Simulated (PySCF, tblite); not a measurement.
# C6H8O2P2Si: geometry, infrared bands and NMR shifts

Wanted: the infrared bands and NMR shifts of C6H8O2P2Si (`COC(=O)c1cpcpc1[SiH3]`), by calculation.

Computed with tblite 0.8.0 and PySCF 2.14.0, with density-fitted response routines of our own, on a single molecule in the gas phase. Atoms are numbered from 0 throughout.

### 1 The molecule as given

19 atoms, charge 0, multiplicity 1; geometry from: force field or distance geometry start.

Bonds of the start (Å): C0–O1 1.43, O1–C2 1.36, C2–O3 1.26, C2–C4 1.48, C4–C5 1.38, C5–P6 1.71, P6–C7 1.73, C7–P8 1.73, P8–C9 1.73, C9–Si10 1.86, C9–C4 1.38, C0–H11 1.10, C0–H12 1.11, C0–H13 1.11, C5–H14 1.10, C7–H15 1.09, Si10–H16 1.48, Si10–H17 1.47, Si10–H18 1.47.

### 2 Relaxing the molecule with GFN2-xTB

The job: settings as JSON, then the geometry in Å.

```
{"job": {"kind": "relax", "xc": "GFN2-xTB", "basis": "xTB"}, "charge": 0, "multiplicity": 1}
C      3.386300    -0.702900    -0.460400
O      1.981000    -0.955700    -0.427300
C      1.031300    -0.012000    -0.163700
O      1.406100     1.179500     0.029700
C     -0.405700    -0.354600    -0.131800
C     -0.735500    -1.670500    -0.377800
P     -2.316100    -2.331200    -0.403100
C     -3.633700    -1.249100    -0.095400
P     -3.047300     0.358600     0.178400
C     -1.342400     0.630200     0.120000
Si    -0.846400     2.392900     0.425900
H      3.863600    -0.767600     0.526900
H      3.799900    -1.525800    -1.085400
H      3.619900     0.229600    -1.008200
H      0.066900    -2.391200    -0.569400
H     -4.685400    -1.539900    -0.074000
H      0.013900     2.919500    -0.652800
H     -0.151700     2.517100     1.713900
H     -2.014700     3.282400     0.462400
```

Launch:

```sh
$ OMP_NUM_THREADS=1 python probes_run.py task.json out
```

The driver reads the jobs from task.json and runs them one after another.

The log of the run:

```text
step      E/eV     max force
  0    -863.54889    4.098
  1    -863.97495    3.796
  2    -864.23582    1.306
  3    -864.34843    1.166
  4    -864.45967    0.828
  5    -864.53150    0.691
  6    -864.58739    0.551
  7    -864.62329    0.482
  8    -864.66293    0.439
  9    -864.69315    0.373
 10    -864.71287    0.323
 11    -864.72587    0.254
 12    -864.73547    0.253
 13    -864.74453    0.262
 14    -864.74970    0.145
 15    -864.75203    0.114
 16    -864.75378    0.107
 17    -864.75609    0.142
 18    -864.75852    0.135
 19    -864.76046    0.100
 20    -864.76186    0.092
 21    -864.76321    0.082
 22    -864.76485    0.107
 23    -864.76637    0.090
 24    -864.76724    0.059
 25    -864.76768    0.058
 26    -864.76809    0.052
 27    -864.76868    0.067
 28    -864.76944    0.071
 29    -864.77018    0.063
 30    -864.77071    0.052
 31    -864.77107    0.053
 32    -864.77140    0.042
 33    -864.77178    0.057
 34    -864.77221    0.066
 35    -864.77263    0.054
 36    -864.77298    0.057
 37    -864.77323    0.037
 38    -864.77342    0.032
 39    -864.77358    0.032
 40    -864.77372    0.030
 41    -864.77383    0.029
 42    -864.77391    0.022
 43    -864.77400    0.021
 44    -864.77410    0.022
 45    -864.77418    0.020
 46    -864.77423    0.015
 47    -864.77426    0.014
 48    -864.77430    0.015
 49    -864.77436    0.019
 50    -864.77442    0.017
 51    -864.77447    0.014
 52    -864.77450    0.018
 53    -864.77455    0.022
 54    -864.77461    0.021
 55    -864.77468    0.017
 56    -864.77473    0.017
 57    -864.77477    0.013
 58    -864.77481    0.016
 59    -864.77485    0.015
 60    -864.77488    0.013
 61    -864.77490    0.014
 62    -864.77494    0.021
 63    -864.77502    0.037
 64    -864.77517    0.052
 65    -864.77540    0.057
 66    -864.77566    0.039
 67    -864.77587    0.033
 68    -864.77600    0.030
 69    -864.77614    0.031
 70    -864.77630    0.031
 71    -864.77644    0.033
 72    -864.77650    0.037
 73    -864.77660    0.027
 74    -864.77669    0.024
 75    -864.77681    0.035
 76    -864.77694    0.042
 77    -864.77707    0.033
 78    -864.77719    0.023
 79    -864.77731    0.020
 80    -864.77741    0.030
 81    -864.77752    0.029
 82    -864.77763    0.027
 83    -864.77774    0.033
 84    -864.77783    0.028
 85    -864.77791    0.036
 86    -864.77799    0.026
 87    -864.77807    0.015
 88    -864.77812    0.019
 89    -864.77817    0.018
 90    -864.77823    0.013
 91    -864.77828    0.015
 92    -864.77832    0.011
 93    -864.77834    0.018
 94    -864.77837    0.013
 95    -864.77840    0.016
 96    -864.77845    0.011
 97    -864.77847    0.014
 98    -864.77849    0.013
 99    -864.77852    0.014
100    -864.77856    0.016
101    -864.77859    0.013
102    -864.77861    0.011
103    -864.77863    0.011
104    -864.77866    0.014
105    -864.77871    0.018
106    -864.77877    0.015
107    -864.77881    0.010
108    -864.77883    0.009
```

Wall time 1.3 s (1 thread of Arm Neoverse V1, shared host); peak memory 0.18 GiB.

Along the way: (not every step is listed)

```tsv
step	energy from step 0 (eV)	largest force (eV/Å)
0	0.0000	4.0976
1	-0.4261	3.7963
2	-0.6869	1.3064
3	-0.7995	1.1656
4	-0.9108	0.8282
5	-0.9826	0.6911
6	-1.0385	0.5510
7	-1.0744	0.4819
8	-1.1140	0.4393
17	-1.2072	0.1424
26	-1.2192	0.0520
35	-1.2237	0.0539
44	-1.2252	0.0222
53	-1.2257	0.0221
62	-1.2260	0.0209
71	-1.2275	0.0333
80	-1.2285	0.0301
89	-1.2293	0.0184
98	-1.2296	0.0132
103	-1.2297	0.0112
104	-1.2298	0.0142
105	-1.2298	0.0179
106	-1.2299	0.0154
107	-1.2299	0.0105
108	-1.2299	0.0091
```

Distances of close pairs at the start and the end, largest changes first:

```tsv
bond	before (Å)	after (Å)	change (Å)
C9–Si10	1.857	1.907	+0.051
C2–O3	1.264	1.217	-0.047
O1–C2	1.365	1.330	-0.035
C0–H12	1.113	1.087	-0.026
Si10–H16	1.477	1.459	-0.018
P8–C9	1.727	1.745	+0.017
C5–P6	1.713	1.729	+0.015
C0–H13	1.106	1.092	-0.015
```

The end geometry stands in the next job.

### 3 Vibrational analysis with GFN2-xTB

The job: settings as JSON, then the geometry in Å.

```
{"job": {"kind": "ir", "xc": "GFN2-xTB", "basis": "xTB"}, "charge": 0, "multiplicity": 1}
C      3.211966    -0.650098    -0.461852
O      1.837108    -1.009843    -0.440470
C      0.978611    -0.028834    -0.177587
O      1.345767     1.112415     0.029730
C     -0.446155    -0.422156    -0.158470
C     -0.752208    -1.757485    -0.405363
P     -2.305899    -2.512959    -0.467706
C     -3.366576    -1.183395    -0.146937
P     -3.053447     0.484139     0.187644
C     -1.315973     0.625349     0.115128
Si    -0.634839     2.376338     0.443745
H      3.523523    -0.287196     0.519511
H      3.755515    -1.553984    -0.724498
H      3.387232     0.134407    -1.200575
H      0.085518    -2.419489    -0.587960
H     -4.422700    -1.441965    -0.147968
H     -0.061461     2.977951    -0.755102
H      0.115119     2.445713     1.693407
H     -1.890904     3.120344     0.693024
```

The log of the run:

```text
mode    cm-1     km/mol
  1      43.9      0.58
  2      61.9      0.02
  3      87.3      0.16
  4      97.5      0.11
  5     132.3      7.50
  6     165.6      1.32
  7     205.2     16.51
  8     251.5      0.04
  9     275.7      4.28
 10     284.4     31.49
 11     312.1     16.52
 12     320.9      7.38
 13     361.8      0.05
 14     415.3      3.00
 15     472.2     11.67
 16     517.3      0.26
 17     540.8      2.52
 18     579.5    145.16
 19     589.8     54.06
 20     715.4     16.17
 21     722.1    206.37
 22     725.4     57.84
 23     757.9      1.16
 24     761.5      1.36
 25     811.5      0.04
 26     863.5    256.86
 27     880.3     89.83
 28     906.9    112.95
 29     943.7      8.35
 30     949.0     87.41
 31    1015.1      6.94
 32    1053.9      6.17
 33    1120.6      1.79
 34    1148.3     12.75
 35    1180.3     43.30
 36    1219.8    411.41
 37    1236.0    148.69
 38    1385.9     25.45
 39    1388.9      2.58
 40    1439.9      9.61
 41    1458.2     10.04
 42    1462.2     25.16
 43    1681.8    297.61
 44    2118.6    318.63
 45    2281.7    137.97
 46    2299.2    398.84
 47    2981.5     11.87
 48    2991.2      4.13
 49    2991.9     13.08
 50    3046.4      4.95
 51    3047.2      4.58
```

Run time: 1.2 s. Hardware: 1 thread of Arm Neoverse V1, shared host; peak memory 0.18 GiB.

Which atoms move in the most intense modes:

```tsv
cm⁻¹	km/mol	atoms
580	145.2	H16 24 %, H17 22 %, H18 18 %, C9 14 %
722	206.4	H17 28 %, H16 28 %, H18 11 %
864	256.9	H17 22 %, H18 22 %, H16 21 %
1220	411.4	C2 42 %, H15 20 %, O1 16 %
1236	148.7	H15 26 %, H14 21 %, C2 18 %, C4 13 %
1682	297.6	C2 64 %, O3 35 %
2119	318.6	H18 94 %
2299	398.8	H16 56 %, H17 39 %
```

### 4 Shielding tensors: PBE0/pcSseg-1

Same as in step 3 but for these lines:

```diff
@@ -1,2 +1,2 @@
-{"job": {"kind": "ir", "xc": "GFN2-xTB", "basis": "xTB"}, "charge": 0, "multiplicity": 1}
+{"job": {"kind": "nmr", "xc": "PBE0", "basis": "pcSseg-1"}, "charge": 0, "multiplicity": 1}
 C      3.211966    -0.650098    -0.461852
```

Method: GIAO PBE0/pcSseg-1 NMR shielding, non-relativistic, gas phase.

The log of the run:

```text
coarse grid: 18520 points
cycle   1  E = -1354.9566305163  dE =  1.864e+00  |g| = 8.575e-01  |ddm| = 4.593e+00
cycle   2  E = -1354.6504870868  dE =  3.061e-01  |g| = 1.536e+00  |ddm| = 1.850e+00
cycle   3  E = -1355.0828401187  dE = -4.324e-01  |g| = 2.609e-01  |ddm| = 1.383e+00
cycle   4  E = -1355.0945386821  dE = -1.170e-02  |g| = 9.386e-02  |ddm| = 2.740e-01
cycle   5  E = -1355.0962241546  dE = -1.685e-03  |g| = 1.469e-02  |ddm| = 1.017e-01
cycle   6  E = -1355.0962497577  dE = -2.560e-05  |g| = 1.110e-02  |ddm| = 3.160e-02
cycle   7  E = -1355.0962866366  dE = -3.688e-05  |g| = 2.076e-03  |ddm| = 1.402e-02
cycle   8  E = -1355.0962876164  dE = -9.797e-07  |g| = 7.351e-04  |ddm| = 2.568e-03
final grid: 168424 points
cycle   9  E = -1355.1826371208  dE = -2.086e-05  |g| = 1.402e-02  |ddm| = 4.168e-02
cycle  10  E = -1355.1825542597  dE =  8.286e-05  |g| = 2.373e-02  |ddm| = 3.500e-02
cycle  11  E = -1355.1826768205  dE = -1.226e-04  |g| = 2.972e-03  |ddm| = 2.633e-02
cycle  12  E = -1355.1826789003  dE = -2.080e-06  |g| = 5.974e-04  |ddm| = 3.396e-03
cycle  13  E = -1355.1826789853  dE = -8.502e-08  |g| = 2.003e-04  |ddm| = 7.844e-04
cycle  14  E = -1355.1826789958  dE = -1.045e-08  |g| = 6.398e-05  |ddm| = 2.223e-04
cycle  15  E = -1355.1826789966  dE = -8.404e-10  |g| = 2.504e-05  |ddm| = 7.665e-05
converged SCF energy = -1355.1826789966

GIAO shielding tensors (ppm)
atom      isotropic    diamagn.    paramagn.     s11        s22        s33       span
  0 C      131.022     242.853    -111.831    102.100    113.192    177.776     75.676
  1 O      157.621     402.238    -244.617    -24.344    232.770    264.437    288.782
  2 C        8.273     257.583    -249.310    -74.085     34.273     64.630    138.715
  3 O      -86.068     408.782    -494.850   -343.913   -219.342    305.050    648.963
  4 C       50.219     257.556    -207.336    -58.988     45.137    164.510    223.498
  5 C       25.812     257.199    -231.387   -133.054     20.697    189.793    322.846
  6 P       47.914     967.369    -919.455   -282.552    -93.771    520.065    802.617
  7 C      -15.933     268.207    -284.140   -251.873     11.866    192.209    444.082
  8 P       11.578     967.592    -956.014   -334.734   -120.211    489.679    824.413
  9 C        5.086     263.289    -258.203   -145.288    -45.095    205.641    350.929
 10 Si     423.549     879.156    -455.606    386.806    402.088    481.754     94.949
 11 H       27.363      28.688      -1.325     23.485     25.173     33.431      9.946
 12 H       27.468      27.552      -0.084     22.957     26.249     33.199     10.242
 13 H       27.256      28.530      -1.274     23.277     25.310     33.180      9.902
 14 H       21.271      33.256     -11.985     16.878     17.869     29.067     12.189
 15 H       20.370      28.580      -8.210     13.466     20.711     26.933     13.467
 16 H       26.522      29.235      -2.713     21.924     26.489     31.151      9.227
 17 H       26.537      29.323      -2.785     21.921     26.533     31.158      9.237
 18 H       26.815      28.650      -1.835     22.139     26.589     31.718      9.579
```

Run time: 67 s. Hardware: 1 thread of Arm Neoverse V1, shared host; peak memory 1.2 GiB.

Shifts follow as δ = σ(reference) − σ, with reference shieldings (ppm) from runs at the same level and on the same kind of geometry: 1H TMS 31.72, 13C TMS 186.9, 29Si TMS 349.2, 17O H2O 336.1, 31P H3PO4 318.4. The references are single molecules in the gas phase, so shifts against H2O, NH3, PH3, H3PO4 or CFCl3 are not on the usual liquid scales and can be off by tens of ppm. Atoms listed in one row are averaged.

```tsv
atoms	environment	σ (ppm)	δ (ppm)	δ scaled to CDCl3
C7	aromatic CH	-15.9	202.9	196.1
C9	substituted aromatic carbon	5.1	181.8	175.6
C2	ester carbonyl carbon	8.3	178.7	172.4
C5	aromatic CH	25.8	161.1	155.3
C4	substituted aromatic carbon	50.2	136.7	131.5
C0	methyl carbon bonded to O	131.0	55.9	52.6
H15	hydrogen on an aromatic CH	20.37	11.35	10.80
H14	hydrogen on an aromatic CH	21.27	10.45	9.95
H16, H17, H18	hydrogen on a silicon bonded to C	26.62	5.09	–
H11, H12, H13	hydrogen on a methyl carbon bonded to O	27.36	4.35	4.21
O3	ester carbonyl oxygen	-86.1	422.1	–
O1	ester alkoxy oxygen	157.6	178.5	–
P8	phosphorus bonded to 2 C, in a 6-membered ring	11.6	306.8	–
P6	phosphorus bonded to 2 C, in a 6-membered ring	47.9	270.5	–
Si10	silicon bonded to C, 3 H	423.5	-74.4	–
```

The scaled column applies a straight-line fit of computed shieldings to shifts measured in CDCl3 (root-mean-square error 0.16 ppm for H, 1.9 ppm for C).

The run also stored atomic charges by several schemes (e):

```tsv
atoms	Mulliken	IAO	Hirshfeld	ESP fit
C0	-0.02	-0.21	-0.03	-0.26
O1	-0.48	-0.32	-0.08	-0.28
C2	0.65	0.51	0.22	0.84
O3	-0.47	-0.45	-0.18	-0.49
C4	-0.16	-0.03	-0.02	-0.68
C5	-0.27	-0.37	-0.10	0.29
P6	0.51	0.43	0.12	-0.24
C7	-0.69	-0.62	-0.16	0.12
P8	0.54	0.44	0.14	-0.24
C9	-0.70	-0.47	-0.13	0.29
Si10	0.68	0.63	0.25	0.41
```

Mayer bond orders: C0–O1 0.86, O1–C2 1.11, C2–O3 1.75, C2–C4 0.99, C4–C5 1.40, C5–P6 1.33, P6–C7 1.30, C7–P8 1.31, P8–C9 1.33, C9–Si10 0.81, C9–C4 1.40.

Ring of atoms C4, C5, P6, C7, P8, C9: NICS(0) -6.1, NICS(1) -10.2, NICS(1)zz -24.8 ppm (means of both faces).

### 5 Results

| quantity | value |
| --- | --- |
| strongest single infrared mode (GFN2-xTB) | 1220 cm⁻¹, 411 km/mol |
| zero-point energy (GFN2-xTB) | 76.2 kcal/mol |
| 13C shifts against TMS (PBE0/pcSseg-1) | 202.9, 181.8, 178.7, 161.1, 136.7, 55.9 ppm |
| 1H shifts against TMS (PBE0/pcSseg-1, means over atoms taken as alike) | 11.35, 10.45, 5.09, 4.35 ppm |
| 17O shifts against H2O (PBE0/pcSseg-1) | 422.1, 178.5 ppm |
| 31P shifts against H3PO4 (PBE0/pcSseg-1) | 306.8, 270.5 ppm |
| 29Si shifts against TMS (PBE0/pcSseg-1) | -74.4 ppm |

What this shows: Relaxing lowered the energy by 1.230 eV in 108 steps; the close pair that moved most is C9–Si10, from 1.857 to 1.907 Å. All 51 modes are real, so the xTB geometry is a minimum. The strongest single mode, at 1220 cm⁻¹, is spread over several atoms, C2, H15, O1 among them. Unscaled tight-binding wavenumbers are off by several per cent, some by more. Its intensities can rank the bands wrongly. NICS(1)zz of -25 ppm above the planar ring from C4 marks a diatropic (aromatic) ring current.
